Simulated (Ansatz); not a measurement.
**C₂H₆GaNSi: up Jacob's ladder to CCSD(T)**

One table from this session's results is given with a row withheld; the runs are named, their logs left out.

Method: functionals in def2-TZVPP, the program's frozen cores in correlated methods; program: Ansatz 0.2.0, Gaussian basis.

Levels to be run: LDA (SPW92), PBE-D4, revPBE-D4, BLYP-D4, r2SCAN-D4, B97M-V, PBE0-D4, B3LYP-D4, r2SCANh-D4, r2SCAN0-D4, HSE06-D4, BHLYP-D4, CAM-B3LYP-D4, LC-ωPBE, ωB97X-V, ωB97M-V, B2PLYP, PBE-QIDH; CCSD(T)/def2-SVP; CCSD(T)/def2-TZVPP; MP2/def2-QZVPP; extrapolation to the limit; RPA on PBE.

**The geometry**

An earlier PBE0-D4 in a triple-zeta def2 set relaxation fixed the geometry.

SMILES `N=C=[CH][GaH][SiH3]`, 11 atoms, charge 0, spin multiplicity 1.

Atoms are counted from 1 here; the program's logs count them from 0.

Bond lengths: N1–C2 1.213 Å, N1–H6 1.014 Å, C2–C3 1.310 Å, C3–Ga4 1.936 Å, C3–H7 1.084 Å, Ga4–Si5 2.408 Å, Ga4–H8 1.570 Å, Si5–H9 1.490 Å, Si5–H10 1.491 Å, Si5–H11 1.489 Å. Angles: C2–N1–H6 119.3°, N1–C2–C3 173.5°, C2–C3–Ga4 118.5°, C2–C3–H7 118.5°, Ga4–C3–H7 123.0°, C3–Ga4–Si5 118.8°, C3–Ga4–H8 116.7°, Si5–Ga4–H8 124.5°, Ga4–Si5–H9 111.1°, Ga4–Si5–H10 110.2°, Ga4–Si5–H11 112.4°, H9–Si5–H10 107.4°, H9–Si5–H11 107.9°, H10–Si5–H11 107.8°.

Set-up of the first run:

Input file in.yaml:

```yaml
crystal:
  periodic: [false, false, false]
  atoms:
    - {symbol: N, position_ang: [0.256126, 1.556632, 2.092140]}
    - {symbol: C, position_ang: [0.499215, 0.406990, 1.789274]}
    - {symbol: C, position_ang: [0.615480, -0.849701, 1.439901]}
    - {symbol: Ga, position_ang: [0.070914, -1.365079, -0.345158]}
    - {symbol: Si, position_ang: [-0.756197, 0.329726, -1.842118]}
    - {symbol: H, position_ang: [0.966889, 2.266719, 1.955154]}
    - {symbol: H, position_ang: [1.003687, -1.555376, 2.166031]}
    - {symbol: H, position_ang: [0.198114, -2.887195, -0.708659]}
    - {symbol: H, position_ang: [-0.201608, 0.150180, -3.213279]}
    - {symbol: H, position_ang: [-2.240471, 0.242418, -1.946981]}
    - {symbol: H, position_ang: [-0.412148, 1.704674, -1.386295]}
basis:
  gaussian: {orbitals: def2-TZVPP}
hamiltonian: {xc: lda}
output: {orbitals: {seedname: orbitals}}
```

Run with:

```
$ ansatz run in.yaml --threads 4 --pin off --events-out ev --progress --plain --max-ram 10444MiB
```

Steps of the session up to this table: LDA; PBE-D4 (GGA); revPBE-D4 (GGA); BLYP-D4 (GGA); r2SCAN-D4 (meta-GGA); B97M-V (meta-GGA); PBE0-D4 (hybrid); B3LYP-D4 (hybrid); r2SCANh-D4 (hybrid); r2SCAN0-D4 (hybrid); HSE06-D4 (hybrid); BHLYP-D4 (hybrid); CAM-B3LYP-D4 (range-separated); LC-ωPBE (range-separated); ωB97X-V (range-separated); ωB97M-V (range-separated); B2PLYP (double hybrid); PBE-QIDH (double hybrid).

One of the session's tables, all rows but one given; the rest of the session is left out.

It belongs to the step «Frontier levels by functional». 

| functional | HOMO (eV) | LUMO (eV) | gap (eV) |
| --- | --- | --- | --- |
| LDA (SPW92) | -6.25 | -2.78 | 3.46 |
| PBE-D4 | -6.08 | -2.55 | 3.52 |
| revPBE-D4 | -6.01 | -2.44 | 3.56 |
| BLYP-D4 | -5.92 | -2.46 | 3.47 |
| r2SCAN-D4 | -6.29 | -2.38 | 3.91 |
| B97M-V | -6.34 | -2.52 | 3.82 |
| PBE0-D4 | -7.17 | -1.81 | 5.36 |
| B3LYP-D4 | -6.96 | -2.03 | 4.92 |
| r2SCANh-D4 | -6.70 | -2.11 | 4.59 |
| r2SCAN0-D4 | -7.32 | -1.71 | 5.61 |
| HSE06-D4 | ? | ? | ? |
| BHLYP-D4 | -8.15 | -1.04 | 7.11 |
| CAM-B3LYP-D4 | -8.42 | -0.89 | 7.53 |
| LC-ωPBE | -9.71 | 0.21 | 9.92 |
| ωB97X-V | -9.38 | 0.09 | 9.47 |
| ωB97M-V | -9.29 | -0.09 | 9.20 |

**Question.** Estimate the row for HSE06-D4.

The run gave: HOMO (eV): -6.77; LUMO (eV): -2.17; gap (eV): 4.60. In the column «HOMO (eV)» it lies between B3LYP-D4 (-6.96) and r2SCANh-D4 (-6.70).
